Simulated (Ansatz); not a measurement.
The system is GdO.

```xyz
2
Lattice="0.0000 2.7000 2.7000 2.7000 0.0000 2.7000 2.7000 2.7000 0.0000" Properties=species:S:1:pos:R:3 pbc="T T T"
Gd    0.0000    0.0000    0.0000
O     4.0500    4.0500    4.0500
```

Program: Ansatz 0.2.0. Alike in all runs: task single point; level PBE; potentials or basis Ansatz PAW; cell as given; k mesh 9 × 9 × 9; cutoff (eV) 420; smearing fermi-dirac 0.05 eV. Hardware: 2 threads of Arm Neoverse V1, on a shared host.

Question: Order these runs on this cell by their wall time, lowest first.
A. spin collinear, ferromagnetic start
B. spin off
C. spin collinear, random start

Answer: B (2.4 s), A (9.1 s), C (24 s).

Caveats: a cell with one magnetic atom can't hold antiferromagnetic order, which such compounds often take (some runs).
